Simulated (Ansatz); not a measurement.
This was printed by a script on the Python package of Ansatz (0.2.0), for a calculation of the elastic constants of PtSe2, space group P-3m1. What did the script look like? Use (first run): PBE, PAW, cutoff 463 eV, 13×13×9 k-points, Fermi-Dirac smearing of 0.1 eV, D4 dispersion.

```
CELL_PARAMETERS angstrom
3.72400 0.00000 0.00000
-1.86200 3.22508 0.00000
0.00000 0.00000 5.06200
ATOMIC_POSITIONS crystal
Pt 0.00000 0.00000 0.00000
Se 0.33333 0.66667 0.25000
Se 0.66667 0.33333 0.75000
```

```console
$ python ptse2.py
relaxed volume 59.438 A^3
[[243.4  92.5  90.8 -46.6   0.    0. ]
 [ 92.5 243.4  90.8  46.6   0.    0. ]
 [ 90.7  90.7 117.5   0.    0.    0. ]
 [-46.6  46.6   0.   89.4   0.    0. ]
 [  0.    0.    0.    0.   89.4 -46.6]
 [  0.    0.    0.    0.  -46.6  75.5]]
Voigt stress of the unstrained cell (GPa, tension positive): [-0.042 -0.042  0.006  0.     0.     0.   ]
smallest eigenvalue of C: 35.3 GPa; tensor positive definite: True
Voigt K 128.0 G 72.9; Reuss K 110.6 G 47.4; universal anisotropy index 2.842
```

The script that was run (others could print the same):

Script `ptse2.py`:
```python
# -*- coding: utf-8 -*-
"""Elastic constants of PtSe2."""

from dataclasses import replace
import warnings

import ansatz
import numpy as np


def main():
    warnings.simplefilter("ignore", ansatz.DeckWarning)

    lattice = ansatz.Lattice.of(
        (3.724, 0.0, 0.0),
        (-1.862, 3.2250786, 0.0),
        (0.0, 0.0, 5.062),
    )
    sites = [
        ("Pt", (0.0, 0.0, 0.0)),
        ("Se", (1 / 3, 2 / 3, 0.25)),
        ("Se", (2 / 3, 1 / 3, 0.75)),
    ]
    ptse2 = ansatz.Crystal(lattice=lattice)
    for symbol, position in sites:
        ptse2 = ptse2.atom(symbol, position)

    job = (
        ptse2.calculation()
        .functional("PBE", dispersion="D4")
        .basis(17 * ansatz.Ha)
        .occupations("Fermi-Dirac", width=0.1)
        .kpoints(13, 13, 9)
    )
    # relax, then strain
    rest = job.relax(cell=True).run().lattice
    relaxed = ansatz.Crystal(lattice=ansatz.Lattice.of(rest.cell_ang))
    for site in rest.sites:
        relaxed = relaxed.atom(site.symbol, site.position_frac)
    job = replace(job, crystal=relaxed)
    print("relaxed volume {:.3f} A^3".format(abs(np.linalg.det(rest.cell_ang))))
    result = job.elastic("clamped_ion").run()
    elastic = result.elastic

    print(np.array2string(np.round(elastic.c_gpa, 1) + 0.0, suppress_small=True))
    print("Voigt stress of the unstrained cell (GPa, tension positive):", np.round(elastic.sigma0_gpa, 3) + 0.0)
    print("smallest eigenvalue of C:", round(elastic.stability.min_eigenvalue_gpa, 1), "GPa; tensor positive definite:", elastic.stability.min_eigenvalue_gpa > 0)
    # averaged moduli need a positive definite tensor
    if elastic.stability.min_eigenvalue_gpa > 0:
        m = elastic.moduli
        anisotropy = 5 * m.g_voigt_gpa / m.g_reuss_gpa + m.k_voigt_gpa / m.k_reuss_gpa - 6
        print(f"Voigt K {m.k_voigt_gpa:.1f} G {m.g_voigt_gpa:.1f}; Reuss K {m.k_reuss_gpa:.1f} G {m.g_reuss_gpa:.1f}; universal anisotropy index {anisotropy:.3f}")


if __name__ == "__main__":
    main()
```

What to keep in mind:
- Spin is left out of this run.
- Dispersion corrections can be off by several per cent in the lattices of metals, and by several GPa in the pressure at a fixed cell.
- A positive definite tensor excludes instabilities under uniform strain alone; phonons elsewhere in the zone can still be imaginary.
- Of the deposited cell: the entry's cell lengths or inner coordinates differ somewhat from later room-temperature determinations.
- Spin-orbit coupling, which matters for elements this heavy, is left out.
- These are clamped-ion constants: where atoms have free coordinates under strain, the relaxed-ion ones can be far smaller or negative, so this tensor doesn't settle whether the crystal is stable.
- The starting cell is as deposited in a crystallographic database; the results hold for this polymorph, which needn't be the stable one.
- Shear constants of a metal converge slowly with the k-point mesh and can be wrong in sign on a coarse one; the constants belong to the cell that was strained.
- It ran for 8.4 min on 1 thread of Arm Neoverse V1, with other jobs on the host, peak memory 1 GiB.

(A comment or docstring line of the script was reworded after the run, the code is as it ran.)
